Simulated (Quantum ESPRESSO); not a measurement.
Ta3AsAu2O13:

```
Ta As Au O
1.0
     5.45204    0.00000    0.00000
    -2.72602    4.72161    0.00000
     0.00000    0.00000    9.57902
Ta As Au O
3 1 2 13
Direct
  0.00000 0.00000 0.19408
  0.00000 0.00000 0.80592
  0.66667 0.33333 0.00000
  0.00000 0.00000 0.50000
  0.33333 0.66667 0.27428
  0.33333 0.66667 0.72572
  0.00000 0.00000 0.00000
  0.23947 0.97129 0.36402
  0.02871 0.26818 0.36402
  0.73182 0.76053 0.36402
  0.23947 0.97129 0.63598
  0.02871 0.26818 0.63598
  0.73182 0.76053 0.63598
  0.38452 0.33425 0.85844
  0.66575 0.05026 0.85844
  0.94974 0.61548 0.85844
  0.38452 0.33425 0.14156
  0.66575 0.05026 0.14156
  0.94974 0.61548 0.14156
```

The cell was built by a generator and needn't be a form met in nature.

Base run:

| Item | Value |
| --- | --- |
| Program | Quantum ESPRESSO 7.5 |
| Functional | LDA |
| Potentials or basis | SG15 PBE 1.2 |
| Cutoff | 1197 eV |
| Density cutoff | 4789 eV |
| k mesh | 4 × 4 × 2 |
| Occupations | fermi-dirac, width 0.05 eV |
| Spin | no spin polarisation |

Its results: band gap on the k mesh none (metal or under the smearing width); pressure -11.0 GPa; largest force 0.676 eV/Å.

Question: The run is repeated on the same cell with these changes: functional from LDA to PBEsol. What comes out?

Answer: Band gap on the k mesh none (metal or under the smearing width); pressure -5.9 GPa; largest force 0.465 eV/Å.

PBEsol binds less tightly than LDA, so the same cell stands under more pressure.

Caveats: the potentials were made for another functional, which shifts forces and pressure; some levels on the path didn't converge; spin-orbit coupling is left out, which moves the levels of the heavy elements.
